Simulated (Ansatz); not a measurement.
**B₂ClFH₃P: small, medium and large basis sets**

The task here is to estimate one member of a computed series from the others.

The runs use Ansatz 0.2.0, Gaussian basis; one geometry, several basis sets.

The runs, in order: PBE0-D4/def2-SVP; ωB97M-V/def2-SVP; PBE0-D4/def2-QZVPP; ωB97M-V/def2-QZVPP; the functionals' def2-TZVPP values are taken from earlier runs.

## The relaxed structure

All runs share one geometry, relaxed beforehand with PBE0-D4 in a triple-zeta def2 set.

SMILES `BPB(F)Cl`, 8 atoms, charge 0, spin multiplicity 1.

Atoms are counted from 1 here; the program's logs count them from 0.

Bond lengths: B1–P2 1.840 Å, B1–H6 1.191 Å, B1–H7 1.191 Å, P2–B3 1.886 Å, P2–H8 1.407 Å, B3–F4 1.317 Å, B3–Cl5 1.747 Å. Angles: P2–B1–H6 119.3°, P2–B1–H7 118.2°, H6–B1–H7 122.2°, B1–P2–B3 111.5°, B1–P2–H8 111.0°, B3–P2–H8 106.4°, P2–B3–F4 120.5°, P2–B3–Cl5 120.8°, F4–B3–Cl5 118.7°.

Set-up of the first run:

in.yaml reads:

```yaml
crystal:
  periodic: [false, false, false]
  atoms:
    - {symbol: B, position_ang: [-0.167005, 0.427517, 1.498250]}
    - {symbol: P, position_ang: [0.147156, -0.863836, 0.226399]}
    - {symbol: B, position_ang: [0.347177, -0.109475, -1.490935]}
    - {symbol: F, position_ang: [-0.202150, -0.684807, -2.541044]}
    - {symbol: Cl, position_ang: [1.338355, 1.308846, -1.735222]}
    - {symbol: H, position_ang: [-0.876451, 0.176895, 2.422080]}
    - {symbol: H, position_ang: [0.437695, 1.450276, 1.421949]}
    - {symbol: H, position_ang: [-0.932679, -1.762615, 0.142724]}
basis:
  gaussian: {orbitals: def2-SVP}
hamiltonian: {xc: pbe0, dispersion: d4}
output: {orbitals: {seedname: orbitals}}
```

Command:

```console
ansatz run in.yaml --threads 2 --pin off --events-out ev --progress --plain --max-ram 4352MiB
```

Steps of the session up to this table: PBE0-D4 in def2-SVP; ωB97M-V in def2-SVP; PBE0-D4 in def2-QZVPP; ωB97M-V in def2-QZVPP.

One table of the session follows, with a row left open; its other results are not shown here.

It belongs to the step «Functionals by basis». 

| functional | basis | HOMO (eV) | LUMO (eV) |
| --- | --- | --- | --- |
| PBE0-D4 | def2-SVP | -7.75 | -1.86 |
| PBE0-D4 | def2-TZVPP | -7.82 | -2.00 |
| PBE0-D4 | def2-QZVPP | ? | ? |
| ωB97M-V | def2-SVP | -9.75 | 0.20 |
| ωB97M-V | def2-TZVPP | -9.85 | -0.03 |
| ωB97M-V | def2-QZVPP | -9.87 | -0.09 |

Estimate the missing values for PBE0-D4, def2-QZVPP.

As computed: HOMO (eV): -7.83; LUMO (eV): -2.02. In the column «HOMO (eV)» it lies between ωB97M-V, def2-SVP (-9.75) and PBE0-D4, def2-TZVPP (-7.82).
